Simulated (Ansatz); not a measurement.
# C₂H₈AlClO: a ladder of functionals and wavefunction methods

An exercise on one series of results from a longer session: the logs are not shown, and one member is left open.

Program: Ansatz 0.2.0, Gaussian basis. Level of theory: functionals in def2-TZVPP, the program's frozen cores in correlated methods. These are calculated values, not measurements.

Plan: LDA (SPW92), PBE-D4, revPBE-D4, BLYP-D4, r2SCAN-D4, B97M-V, PBE0-D4, B3LYP-D4, r2SCANh-D4, r2SCAN0-D4, HSE06-D4, BHLYP-D4, CAM-B3LYP-D4, LC-ωPBE, ωB97X-V, ωB97M-V, B2PLYP, PBE-QIDH; CCSD(T)/def2-SVP; CCSD(T)/def2-TZVPP; MP2/def2-QZVPP; extrapolation to the limit; RPA on PBE.

## The relaxed structure

The geometry comes from an earlier relaxation with PBE0-D4 in a triple-zeta def2 set; it is a stationary point, not always the lowest conformer.

SMILES `[CH3][Al-]([CH3])([OH2+])[Cl]`, 13 atoms, charge 0, spin multiplicity 1.

Atoms are counted from 1 here; the program's logs count them from 0.

Bond lengths: C1–Al2 1.948 Å, C1–H6 1.095 Å, C1–H7 1.094 Å, C1–H8 1.095 Å, Al2–C3 1.958 Å, Al2–O4 2.017 Å, Al2–Cl5 2.172 Å, C3–H9 1.095 Å, C3–H10 1.096 Å, C3–H11 1.095 Å, O4–H12 0.964 Å, O4–H13 0.969 Å. Angles: Al2–C1–H6 111.9°, Al2–C1–H7 111.9°, Al2–C1–H8 111.0°, H6–C1–H7 107.7°, H6–C1–H8 107.0°, H7–C1–H8 107.0°, C1–Al2–C3 123.3°, C1–Al2–O4 105.0°, C1–Al2–Cl5 114.5°, C3–Al2–O4 100.3°, C3–Al2–Cl5 114.8°, O4–Al2–Cl5 90.9°, Al2–C3–H9 113.0°, Al2–C3–H10 112.4°, Al2–C3–H11 110.4°, H9–C3–H10 108.0°, H9–C3–H11 106.4°, H10–C3–H11 106.3° and more.

The first run:

File in.yaml:

```yaml
crystal:
  periodic: [false, false, false]
  atoms:
    - {symbol: C, position_ang: [-1.802931, 0.041339, -0.753430]}
    - {symbol: Al, position_ang: [0.110226, 0.121370, -0.393217]}
    - {symbol: C, position_ang: [1.129097, -1.377709, 0.347781]}
    - {symbol: O, position_ang: [0.304230, 1.462956, 1.100235]}
    - {symbol: Cl, position_ang: [1.228875, 1.407495, -1.740057]}
    - {symbol: H, position_ang: [-2.358858, -0.389184, 0.085716]}
    - {symbol: H, position_ang: [-2.221926, 1.030715, -0.958276]}
    - {symbol: H, position_ang: [-2.011874, -0.581398, -1.629257]}
    - {symbol: H, position_ang: [2.163664, -1.113202, 0.589796]}
    - {symbol: H, position_ang: [0.666046, -1.791859, 1.250676]}
    - {symbol: H, position_ang: [1.181618, -2.198779, -0.374698]}
    - {symbol: H, position_ang: [0.871743, 1.147492, 1.813151]}
    - {symbol: H, position_ang: [0.760487, 2.205967, 0.676378]}
basis:
  gaussian: {orbitals: def2-TZVPP}
hamiltonian: {xc: lda}
output: {orbitals: {seedname: orbitals}}
```

Launch:

```
ansatz run in.yaml --threads 4 --pin off --events-out ev --progress --plain --max-ram 10444MiB
```

Steps of the session up to this table: LDA; PBE-D4 (GGA); revPBE-D4 (GGA); BLYP-D4 (GGA); r2SCAN-D4 (meta-GGA); B97M-V (meta-GGA); PBE0-D4 (hybrid); B3LYP-D4 (hybrid); r2SCANh-D4 (hybrid); r2SCAN0-D4 (hybrid); HSE06-D4 (hybrid); BHLYP-D4 (hybrid); CAM-B3LYP-D4 (range-separated); LC-ωPBE (range-separated); ωB97X-V (range-separated); ωB97M-V (range-separated); B2PLYP (double hybrid); PBE-QIDH (double hybrid).

One table of the session follows, with a row left open; its other results are not shown here.

It belongs to the step «Orbital energies across the functionals». 

```
  functional  HOMO (eV)  gap (eV)
 LDA (SPW92)      -6.19      4.80
      PBE-D4      -6.06      4.81
   revPBE-D4      -6.01      4.85
     BLYP-D4      -5.93      4.63
   r2SCAN-D4      -6.33      5.74
      B97M-V      -6.41      5.40
     PBE0-D4      -7.34      6.97
    B3LYP-D4      -7.12      6.36
  r2SCANh-D4      -6.81      6.48
  r2SCAN0-D4      -7.53      7.58
    HSE06-D4      -6.94      6.20
    BHLYP-D4      -8.54      8.79
CAM-B3LYP-D4          ?         ?
     LC-ωPBE     -10.10     11.87
     ωB97X-V      -9.73     11.26
     ωB97M-V      -9.57     10.67
```

Estimate the missing values for CAM-B3LYP-D4.

The run gave: HOMO (eV): -8.72; gap (eV): 9.10. In the column «HOMO (eV)» it lies between ωB97M-V (-9.57) and BHLYP-D4 (-8.54).
